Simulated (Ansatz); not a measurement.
**C3H9BSi: up Jacob's ladder to CCSD(T)**

The task here is to estimate one member of a computed series from the others.

Computed with Ansatz 0.2.0, Gaussian basis. Level: functionals in def2-TZVPP, the program's frozen cores in correlated methods.

Plan: LDA (SPW92), PBE-D4, revPBE-D4, BLYP-D4, r2SCAN-D4, B97M-V, PBE0-D4, B3LYP-D4, r2SCANh-D4, r2SCAN0-D4, HSE06-D4, BHLYP-D4, CAM-B3LYP-D4, LC-ωPBE, ωB97X-V, ωB97M-V, B2PLYP, PBE-QIDH; CCSD(T)/def2-SVP; CCSD(T)/def2-TZVPP; MP2/def2-QZVPP; extrapolation to the limit; RPA on PBE.

## Structure used throughout

All runs share one geometry, relaxed beforehand with PBE0-D4 in a triple-zeta def2 set.

14 atoms, charge 0, spin multiplicity 1.

Atoms are counted from 1 here; the program's logs count them from 0.

Bond lengths: B1–C2 1.535 Å, B1–H6 1.196 Å, B1–H7 1.199 Å, C2–Si3 1.887 Å, C2–H8 1.089 Å, C2–H9 1.091 Å, Si3–C4 1.871 Å, Si3–C5 1.847 Å, Si3–H10 1.477 Å, C4–C5 1.532 Å, C4–H11 1.085 Å, C4–H12 1.083 Å, C5–H13 1.085 Å, C5–H14 1.085 Å. Angles: C2–B1–H6 121.1°, C2–B1–H7 119.9°, H6–B1–H7 119.0°, B1–C2–Si3 90.8°, B1–C2–H8 118.5°, B1–C2–H9 117.0°, Si3–C2–H8 110.2°, Si3–C2–H9 105.3°, H8–C2–H9 111.9°, C2–Si3–C4 119.7°, C2–Si3–C5 122.0°, C2–Si3–H10 115.3°, C4–Si3–C5 48.7°, C4–Si3–H10 115.6°, C5–Si3–H10 118.9°, Si3–C4–C5 64.8°, Si3–C4–H11 117.1°, Si3–C4–H12 120.9° and more.

The first run:

Contents of in.yaml:

```yaml
crystal:
  periodic: [false, false, false]
  atoms:
    - {symbol: B, position_ang: [-0.650758, 0.230549, 1.799060]}
    - {symbol: C, position_ang: [-0.617911, 1.395972, 0.799976]}
    - {symbol: Si, position_ang: [0.643582, 0.481840, -0.265549]}
    - {symbol: C, position_ang: [0.436827, -1.351176, -0.578685]}
    - {symbol: C, position_ang: [0.150618, -0.448399, -1.782859]}
    - {symbol: H, position_ang: [-1.505036, -0.605049, 1.744724]}
    - {symbol: H, position_ang: [0.212227, 0.126935, 2.625304]}
    - {symbol: H, position_ang: [-1.515115, 1.608786, 0.220963]}
    - {symbol: H, position_ang: [-0.114904, 2.309845, 1.120481]}
    - {symbol: H, position_ang: [2.036511, 0.955736, -0.140891]}
    - {symbol: H, position_ang: [1.340516, -1.949929, -0.627821]}
    - {symbol: H, position_ang: [-0.404892, -1.894689, -0.167451]}
    - {symbol: H, position_ang: [-0.881766, -0.394269, -2.113074]}
    - {symbol: H, position_ang: [0.857100, -0.495353, -2.605478]}
basis:
  gaussian: {orbitals: def2-TZVPP}
hamiltonian: {xc: lda}
output: {orbitals: {seedname: orbitals}}
```

Steps of the session up to this table: LDA; PBE-D4 (GGA); revPBE-D4 (GGA); BLYP-D4 (GGA); r2SCAN-D4 (meta-GGA); B97M-V (meta-GGA); PBE0-D4 (hybrid); B3LYP-D4 (hybrid); r2SCANh-D4 (hybrid); r2SCAN0-D4 (hybrid); HSE06-D4 (hybrid); BHLYP-D4 (hybrid); CAM-B3LYP-D4 (range-separated); LC-ωPBE (range-separated); ωB97X-V (range-separated); ωB97M-V (range-separated); B2PLYP (double hybrid); PBE-QIDH (double hybrid).

One of the session's tables, all rows but one given; the rest of the session is left out.

It belongs to the step «Orbital energies across the functionals». 

| functional | HOMO (eV) | gap (eV) |
| --- | --- | --- |
| LDA (SPW92) | -6.05 | 3.98 |
| PBE-D4 | -5.90 | 4.06 |
| revPBE-D4 | -5.84 | 4.10 |
| BLYP-D4 | -5.73 | 4.06 |
| r2SCAN-D4 | -6.06 | 4.53 |
| B97M-V | -6.08 | 4.49 |
| PBE0-D4 | -6.93 | 6.01 |
| B3LYP-D4 | ? | ? |
| r2SCANh-D4 | -6.45 | 5.24 |
| r2SCAN0-D4 | -7.04 | 6.30 |
| HSE06-D4 | -6.54 | 5.24 |
| BHLYP-D4 | -7.85 | 7.94 |
| CAM-B3LYP-D4 | -8.18 | 8.33 |
| LC-ωPBE | -9.49 | 10.74 |
| ωB97X-V | -9.15 | 10.33 |
| ωB97M-V | -9.03 | 9.96 |

**Question.** Estimate the row for B3LYP-D4.

Worked estimate for «HOMO (eV)». Against the share of exact exchange, BLYP-D4 (0, -5.73), BHLYP-D4 (0.5, -7.85) give a slope of -4.24 per unit share; at 0.2 the line stands at -6.58.

**Answer.** HOMO (eV): -6.72; gap (eV): 5.61. In «HOMO (eV)» the line misses by +0.14.
